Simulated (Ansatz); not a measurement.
# C₂H₅FIn radical: how energies converge with the basis set

An exercise on one series of results from a longer session: the logs are not shown, and one member is left open.

Method: one geometry, several basis sets; program: Ansatz 0.2.0, Gaussian basis.

Plan: PBE0-D4/def2-SVP; ωB97M-V/def2-SVP; PBE0-D4/def2-QZVPP; ωB97M-V/def2-QZVPP; the functionals' def2-TZVPP values are taken from earlier runs.

## The relaxed structure

An earlier PBE0-D4 in a triple-zeta def2 set relaxation fixed the geometry. In takes the def2 core potential; no spin-orbit term is included.

SMILES `C[CH2][In][F]`, 9 atoms, charge 0, spin multiplicity 2.

Atoms are counted from 1 here; the program's logs count them from 0.

Bond lengths: C1–C2 1.508 Å, C1–H5 1.097 Å, C1–H6 1.091 Å, C1–H7 1.092 Å, C2–In3 2.289 Å, C2–H8 1.089 Å, C2–H9 1.092 Å, In3–F4 1.992 Å. Angles: C2–C1–H5 110.2°, C2–C1–H6 112.0°, C2–C1–H7 112.1°, H5–C1–H6 107.7°, H5–C1–H7 107.0°, H6–C1–H7 107.6°, C1–C2–In3 108.4°, C1–C2–H8 115.2°, C1–C2–H9 114.2°, In3–C2–H8 106.4°, In3–C2–H9 101.3°, H8–C2–H9 110.1°, C2–In3–F4 103.9°.

Set-up of the first run:

Contents of in.yaml:

```yaml
crystal:
  periodic: [false, false, false]
  atoms:
    - {symbol: C, position_ang: [0.296486, 0.904722, 0.100284]}
    - {symbol: C, position_ang: [-0.768284, -0.058398, -0.361473]}
    - {symbol: In, position_ang: [-0.311863, -2.120185, 0.521966]}
    - {symbol: F, position_ang: [1.678355, -2.195366, 0.554532]}
    - {symbol: H, position_ang: [0.179946, 1.871106, -0.406447]}
    - {symbol: H, position_ang: [1.301368, 0.537063, -0.115106]}
    - {symbol: H, position_ang: [0.237997, 1.098145, 1.173761]}
    - {symbol: H, position_ang: [-1.782523, 0.189760, -0.052986]}
    - {symbol: H, position_ang: [-0.742981, -0.273146, -1.431631]}
basis:
  gaussian: {orbitals: def2-SVP}
magnetization: {spin_polarized: true, initial_magnetization: 1}
hamiltonian: {xc: pbe0, dispersion: d4}
output: {orbitals: {seedname: orbitals}}
```

Launch:

```
$ ansatz run in.yaml --threads 4 --pin off --events-out ev --progress --plain --max-ram 10444MiB
```

Steps of the session up to this table: PBE0-D4 in def2-SVP; ωB97M-V in def2-SVP; PBE0-D4 in def2-QZVPP; ωB97M-V in def2-QZVPP.

One of the session's tables, all rows but one given; the rest of the session is left out.

It belongs to the step «Functionals by basis». 

| functional | basis | HOMO (eV) | LUMO (eV) |
| --- | --- | --- | --- |
| PBE0-D4 | def2-SVP | ? | ? |
| PBE0-D4 | def2-TZVPP | -5.95 | -3.08 |
| PBE0-D4 | def2-QZVPP | -5.97 | -3.11 |
| ωB97M-V | def2-SVP | -7.82 | -1.39 |
| ωB97M-V | def2-TZVPP | -7.92 | -1.53 |
| ωB97M-V | def2-QZVPP | -7.95 | -1.59 |

Q: Estimate the row for PBE0-D4, def2-SVP from the others.

The run gave: HOMO (eV): -5.86; LUMO (eV): -3.00. In the column «HOMO (eV)» it is the highest.
